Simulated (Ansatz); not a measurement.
The system is MnO2.

```
Mn O
1.0
     0.00000    4.01999    4.01999
     4.01999    0.00000    4.01999
     4.01999    4.01999    0.00000
Mn O
4 8
Cartesian
  1.0050 1.0050 1.0050
  3.0150 3.0150 1.0050
  1.0050 3.0150 3.0150
  3.0150 1.0050 3.0150
  2.9021 2.9021 2.9021
  5.1379 5.1379 2.9021
  2.9021 5.1379 5.1379
  5.1379 2.9021 5.1379
  4.9121 4.9121 7.1479
  7.1479 7.1479 7.1479
  4.9121 7.1479 4.9121
  7.1479 4.9121 4.9121
```

The cell is a database's computed one.

* Program: Ansatz 0.2.0
* Task: relaxation of cell and atoms
* Functional: PBEsol
* Dispersion: D3(BJ)-ATM
* Potentials or basis: Ansatz PAW
* Cutoff: 420 eV (not typed: the program's choice for these potentials)
* k mesh: 6 × 6 × 6
* Occupations: fermi-dirac, width 0.05 eV
* Spin: collinear spin, ferromagnetic start
* Starting moments: [4.0, 4.0, 4.0, 4.0, 0.0, 0.0, 0.0, 0.0, 0.0, 0.0, 0.0, 0.0] μB

At the start: volume 10.83 Å³/atom.

Problem. Where does the relaxation end?

Solution. It ends after 7 steps and the volume is 10.57 Å³/atom (-2.4 %); space group Fd-3m (No. 227, to 0.05 Å); moment 11.99 μB per cell.

Step by step:
| step | energy change (eV) | largest force (eV/Å) | volume (Å³) |
| --- | --- | --- | --- |
| 1 | 0.0000 | 0.1468 | 129.93 |
| 2 | -0.0356 | 0.1311 | 127.70 |
| 3 | -0.0440 | 0.0131 | 126.97 |
| 4 | -0.0438 | 0.0004 | 127.00 |
| 5 | -0.0304 | 0.0009 | 127.00 |
| 6 | -0.0316 | 0.0002 | 126.80 |
| 7 | -0.0311 | 0.0002 | 126.80 |

Final structure:
```xyz
12
Lattice="0.0000 3.9875 3.9875 3.9875 0.0000 3.9875 3.9875 3.9875 0.0000" Properties=species:S:1:pos:R:3 pbc="T T T"
Mn    0.9969    0.9969    0.9969
Mn    2.9906    2.9906    0.9969
Mn    0.9969    2.9906    2.9906
Mn    2.9906    0.9969    2.9906
O     2.8838    2.8838    2.8838
O     5.0911    5.0911    2.8838
O     2.8838    5.0911    5.0911
O     5.0911    2.8838    5.0911
O     4.8776    4.8776    7.0848
O     7.0848    7.0848    7.0848
O     4.8776    7.0848    4.8776
O     7.0848    4.8776    4.8776
```

Caveat: the plane-wave basis is chosen anew once the cell has moved, so the energies of steps on either side of that aren't comparable; the pressure holds a Pulay correction of +0.8 GPa for the finite cutoff; only a ferromagnetic start was run, and an antiferromagnetic order may lie lower in energy; the PAW data sets come from PBE, with cores solved anew for the run's functional, which leaves a small shift of forces and pressure.
